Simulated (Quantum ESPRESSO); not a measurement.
The system is GaB.

```xyz
2
Lattice="2.7182 0.0000 0.0000 0.0000 2.7182 0.0000 0.0000 0.0000 3.2362" Properties=species:S:1:pos:R:3 pbc="T T T"
Ga    1.3591    1.3591    1.6181
B     0.0000    0.0000    0.0000
```

The cell was built by a generator and needn't be a form met in nature.

- Program: Quantum ESPRESSO 7.5
- Task: phonons
- Functional: PBEsol
- Potentials or basis: PseudoDojo 0.4.1 SR PBEsol standard
- Cutoff: 1088 eV
- Density cutoff: 4354 eV
- k mesh: 10 × 10 × 8, shifted
- Occupations: cold, width 0.2 eV
- Spin: no spin polarisation
- Mixing beta: 0.5
- Most SCF iterations: 120
- SCF threshold: 4e-10 Ry
- Diagonalization: cg

Question: Where do the zone-centre optical modes lie?

Answer: Eu at 140i cm⁻¹ (IR); A2u at 254 cm⁻¹ (IR). Imaginary frequencies mark an instability of this cell.

Optical modes at Γ, degenerate ones joined:
```csv
cm⁻¹,components,symmetry,active in
140i,2,Eu,IR
254,1,A2u,IR
```

Caveat: the mesh is thin for the phonons of a metal; some modes are imaginary; the cell is more than 3 GPa from zero pressure, which shifts response properties.
